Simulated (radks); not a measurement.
# Taking charge from the 5p level of Nd⁺ in fractions

Aim: follow energy and eigenvalue as charge leaves the 5p level of Nd⁺ bit by bit, and test Janak's theorem, Slater's transition state and the straight-line condition.

The numbers are computed with radks (a radial shooting solver on a logarithmic mesh, Libxc functionals) version 1 (scalar-relativistic Kohn-Sham, PBE, spin-polarised, spherical densities, point nucleus; open shells are filled with parallel spins first), except any that are marked as measured or tabulated.

### 1 Starting point

| Quantity | Value |
| --- | --- |
| element | neodymium (Z = 60) |
| charge | +1 |
| electrons | 59 |
| configuration | [Kr] 4d10 4f4 5s2 5p(up 3, down 3) 6s1 |

A shell typed twice in an input gives spin up, then spin down.

### 2 Start: [Kr] 4d10 4f4 5s2 5p(up 3, down 3) 6s1

Input:

```text
Z 60
configuration [Kr] 4d10 4f4 5s2 5p3 5p3 6s1
relativity scalar-relativistic
functional pbe,pbe
spin polarised
nucleus point
c 137.035999084
```

### 3 0.125 electron removed from 5p

Input:

```text
Z 60
configuration [Kr] 4d10 4f4 5s2 5p3 5p2.875 6s1
relativity scalar-relativistic
functional pbe,pbe
spin polarised
nucleus point
c 137.035999084
```

### 4 0.25 electron removed from 5p

Input:

```text
Z 60
configuration [Kr] 4d10 4f4 5s2 5p3 5p2.75 6s1
relativity scalar-relativistic
functional pbe,pbe
spin polarised
nucleus point
c 137.035999084
```

### 5 0.375 electron removed from 5p

Input:

```text
Z 60
configuration [Kr] 4d10 4f4 5s2 5p3 5p2.625 6s1
relativity scalar-relativistic
functional pbe,pbe
spin polarised
nucleus point
c 137.035999084
```

### 6 0.5 electron removed from 5p

Input:

```text
Z 60
configuration [Kr] 4d10 4f4 5s2 5p3 5p2.5 6s1
relativity scalar-relativistic
functional pbe,pbe
spin polarised
nucleus point
c 137.035999084
```

### 7 0.625 electron removed from 5p

Input:

```text
Z 60
configuration [Kr] 4d10 4f4 5s2 5p3 5p2.375 6s1
relativity scalar-relativistic
functional pbe,pbe
spin polarised
nucleus point
c 137.035999084
```

### 8 0.75 electron removed from 5p

Input:

```text
Z 60
configuration [Kr] 4d10 4f4 5s2 5p3 5p2.25 6s1
relativity scalar-relativistic
functional pbe,pbe
spin polarised
nucleus point
c 137.035999084
```

### 9 0.875 electron removed from 5p

Input:

```text
Z 60
configuration [Kr] 4d10 4f4 5s2 5p3 5p2.125 6s1
relativity scalar-relativistic
functional pbe,pbe
spin polarised
nucleus point
c 137.035999084
```

### 10 1 electron removed from 5p

Input:

```text
Z 60
configuration [Kr] 4d10 4f4 5s2 5p3 5p2 6s1
relativity scalar-relativistic
functional pbe,pbe
spin polarised
nucleus point
c 137.035999084
```

What does the calculation give? Wanted: for each run, removed; E − E(0); eigenvalue; E minus straight line.

**Answer**, as computed:

```
removed (e)  E − E(0) (eV)  eigenvalue (eV)  E minus straight line (eV)
          0          0.000          -27.016                       0.000
      0.125          3.453          -28.270                      -0.566
       0.25          7.063          -29.542                      -0.975
      0.375         10.833          -30.831                      -1.223
        0.5         14.766          -32.135                      -1.309
      0.625         18.862          -33.452                      -1.231
       0.75         23.124          -34.782                      -0.988
      0.875         27.553          -36.124                      -0.578
          1         32.150          -37.476                       0.000
```

**Reading.** Removing the whole electron costs 32.150 eV, against 27.016 eV from minus the starting eigenvalue. Slater's transition state, half an electron removed, gives 32.135 eV. The trapezoid integral of minus the eigenvalue gives 32.173 eV over the range, against 32.150 eV from the energies (Janak's theorem; approximate here, since the scalar-relativistic density holds large components alone). The eigenvalue moves by 10.5 eV per electron. E bends below the straight line by 1.31 eV at 0.5 electron removed.
